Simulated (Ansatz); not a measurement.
**CH6Al2OS: two torsions**

How does the energy of CH6Al2OS, SMILES [CH3][Al]([SH])[AlH][OH] change over two coordinates at once? A grid of runs gives the map.

Program: Ansatz 0.2.0. Level of theory: RKS B3LYP-D4/def2-SVP. These are calculated values, not measurements.

## Step 1: The system as given

SMILES `[CH3][Al]([SH])[AlH][OH]`, 11 atoms, charge 0, spin multiplicity 1.

Atoms are counted from 1 here; the program's logs count them from 0.

Bond lengths: C1–Al2 1.966 Å, C1–H6 1.111 Å, C1–H7 1.113 Å, C1–H8 1.110 Å, Al2–S3 2.220 Å, Al2–Al4 2.581 Å, S3–H9 1.363 Å, Al4–O5 1.732 Å, Al4–H10 1.615 Å, O5–H11 0.972 Å. Angles: Al2–C1–H6 111.3°, Al2–C1–H7 109.8°, Al2–C1–H8 112.7°, H6–C1–H7 106.5°, H6–C1–H8 108.5°, H7–C1–H8 107.8°, C1–Al2–S3 114.7°, C1–Al2–Al4 128.9°, S3–Al2–Al4 116.3°, Al2–S3–H9 95.0°, Al2–Al4–O5 116.2°, Al2–Al4–H10 126.6°, O5–Al4–H10 117.2°, Al4–O5–H11 121.6°.

Coordinates:

```mol
CH6Al2OS
  3D, bonds by distance, orders not assigned

 11 10  0  0  0  0  0  0  0  0999 V2000
   -1.1705   -1.7245    0.7549 C   0  0
    0.2280   -0.3464    0.6575 Al  0  0
    1.6699   -0.3656    2.3452 S   0  0
    0.5862    1.4763   -1.1345 Al  0  0
   -0.5067    1.4547   -2.4780 O   0  0
   -1.2803   -2.2581   -0.2136 H   0  0
   -2.1540   -1.2483    0.9657 H   0  0
   -0.9790   -2.4748    1.5499 H   0  0
    2.3861    0.7071    1.9031 H   0  0
    1.7263    2.6201   -1.1303 H   0  0
   -0.4406    2.1023   -3.1994 H   0  0
  1  2  8  0
  1  6  8  0
  1  7  8  0
  1  8  8  0
  2  3  8  0
  2  4  8  0
  3  9  8  0
  4  5  8  0
  4 10  8  0
  5 11  8  0
M  END
```

This geometry comes from a loose relaxation at PBE in a small basis, which is not shown.

## Step 3: Setting up the map

The axes are (1) dihedral C1–Al2–S3–H9: 9 values from −180 to 140 °, periodic; (2) dihedral Al2–Al4–O5–H11: 9 values from −180 to 140 °, periodic.

Nothing else is relaxed (all other coordinates rigid). Energies count from the relaxed molecule at the same level. Points are written as (first, second).

(The set-up runs are not shown.)

## Step 4: The run at (140°, 20°)

input.yaml reads:

```yaml
crystal:
  periodic: [false, false, false]
  atoms:
    - { symbol: C, position_ang: [-1.159815, -1.6976, 0.739542] }
    - { symbol: Al, position_ang: [0.244953, -0.332184, 0.667957] }
    - { symbol: S, position_ang: [1.681742, -0.396796, 2.347964] }
    - { symbol: Al, position_ang: [0.581227, 1.477085, -1.12899] }
    - { symbol: O, position_ang: [-0.539413, 1.471943, -2.429412] }
    - { symbol: H, position_ang: [-1.132688, -2.330417, -0.165277] }
    - { symbol: H, position_ang: [-2.158513, -1.226345, 0.759016] }
    - { symbol: H, position_ang: [-1.076034, -2.356027, 1.619298] }
    - { symbol: H, position_ang: [2.783269, -0.137656, 1.604791] }
    - { symbol: H, position_ang: [1.723364, 2.595219, -1.154036] }
    - { symbol: H, position_ang: [-1.407663, 1.055814, -2.411901] }
basis:
  gaussian: { orbitals: def2-SVP }
hamiltonian:
  xc: { name: B3LYP }
  dispersion: d4
output:
  forces: true
```

Started as:

```console
ansatz run input.yaml --threads 1 --pin off --max-ram 2560MiB --backend cpu --events-out ev --progress --plain --runs-dir out
```

Further runs follow: the other points that were computed.

What does the calculation give? Wanted: lowest point; highest computed point; largest force on an atom; dipole moment.

As calculated:

```
                       quantity                                                                       value
                   lowest point                                                  (−180°, −180°), 0.0 kJ/mol
         highest computed point                                 (100°, −100°), 56.6 kJ/mol above the lowest
largest force on an atom (eV/Å)  0.00 at (−180°, −180°) to 0.66 at (−100°, −100°); 0.00 at the lowest point
              dipole moment (D)       1.54 at (20°, −180°) to 2.80 at (−60°, 60°); 1.91 at the lowest point
        time for the whole task                                             19 min on 1 thread, shared host
```

What this shows: The lowest computed point is at (−180°, −180°), 0.0 kJ/mol from the relaxed molecule at the same level. There are further wells near (20°, −180°) (5.3 kJ/mol above the lowest at that grid point); (−180°, 20°) (7.2 kJ/mol above the lowest at that grid point); (20°, 20°) (12.5 kJ/mol above the lowest at that grid point). The highest computed point, (100°, −100°), lies 56.6 kJ/mol above the lowest. On the interpolated surface the easiest way out of the lowest well to the well at (−180°, 20°) passes a barrier of about 21 kJ/mol. Round the minimum the two coordinates are nearly uncoupled.
